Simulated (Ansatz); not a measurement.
# C3H10SeSi: the cost of one run

All numbers below are computed with Ansatz 0.2.0 (RKS PBE-D4/def2-SVP).

## (1) Starting point

Bond lengths: C1–C2 1.485 Å, C2–C3 1.505 Å, C2–Si4 1.883 Å, C2–Se5 1.965 Å, C1–H6 1.073 Å, C1–H7 1.155 Å, C1–H8 1.123 Å, C3–H9 1.129 Å, C3–H10 1.120 Å, C3–H11 1.136 Å, Si4–H12 1.496 Å, Si4–H13 1.359 Å, Si4–H14 1.520 Å, Se5–H15 1.544 Å. Angles (14 of 25 angles, heavy atoms first): C1–C2–C3 109.3°, C1–C2–Si4 110.9°, C1–C2–Se5 111.6°, C3–C2–Si4 108.5°, C3–C2–Se5 109.8°, Si4–C2–Se5 106.7°, C2–C1–H6 116.0°, C2–C1–H7 109.6°, C2–C1–H8 109.8°, C2–C3–H9 113.3°, C2–C3–H10 113.5°, C2–C3–H11 112.4°, C2–Si4–H12 107.8°, C2–Si4–H13 112.2°.

Coordinates:

```xyz
15

C    -1.3712    0.2460    0.3299
C     0.0228    0.1639   -0.1739
C     0.9765    0.4501    0.9546
Si    0.3932   -1.5549   -0.8492
Se    0.3356    1.4290   -1.6448
H    -1.6231   -0.4250    1.1283
H    -1.5817    1.3143    0.7164
H    -2.0916    0.1208   -0.5223
H     2.0610    0.3924    0.6477
H     0.8541    1.4731    1.3948
H     0.8580   -0.2788    1.8178
H     0.1161   -2.5430    0.2398
H     1.6530   -1.6503   -1.3489
H    -0.6383   -1.8154   -1.9354
H     0.0137    2.6272   -0.7256
```

## (2) Relaxing end A

input.yaml reads:

```yaml
crystal:
  periodic: [false, false, false]
  atoms:
    - { symbol: C, position_ang: [-1.3712, 0.246, 0.3299] }
    - { symbol: C, position_ang: [0.0228, 0.1639, -0.1739] }
    - { symbol: C, position_ang: [0.9765, 0.4501, 0.9546] }
    - { symbol: Si, position_ang: [0.3932, -1.5549, -0.8492] }
    - { symbol: Se, position_ang: [0.3356, 1.429, -1.6448] }
    - { symbol: H, position_ang: [-1.6231, -0.425, 1.1283] }
    - { symbol: H, position_ang: [-1.5817, 1.3143, 0.7164] }
    - { symbol: H, position_ang: [-2.0916, 0.1208, -0.5223] }
    - { symbol: H, position_ang: [2.061, 0.3924, 0.6477] }
    - { symbol: H, position_ang: [0.8541, 1.4731, 1.3948] }
    - { symbol: H, position_ang: [0.858, -0.2788, 1.8178] }
    - { symbol: H, position_ang: [0.1161, -2.543, 0.2398] }
    - { symbol: H, position_ang: [1.653, -1.6503, -1.3489] }
    - { symbol: H, position_ang: [-0.6383, -1.8154, -1.9354] }
    - { symbol: H, position_ang: [0.0137, 2.6272, -0.7256] }
basis:
  gaussian: { orbitals: def2-SVP }
hamiltonian:
  xc: pbe
  dispersion: d4
relax:
  f_tol: 0.015
  max_steps: 40
```

Started as:

```bash
> ansatz run input.yaml --threads 2 --pin off --max-ram 3072MiB --backend cpu --events-out ev --progress --plain --runs-dir out
```

What time and memory should one allow on 2 threads of Intel Xeon Platinum 8259CL at 2.50GHz (Skylake/Cascade Lake), shared host?

About 24 s, with a peak of 0.23 GiB.
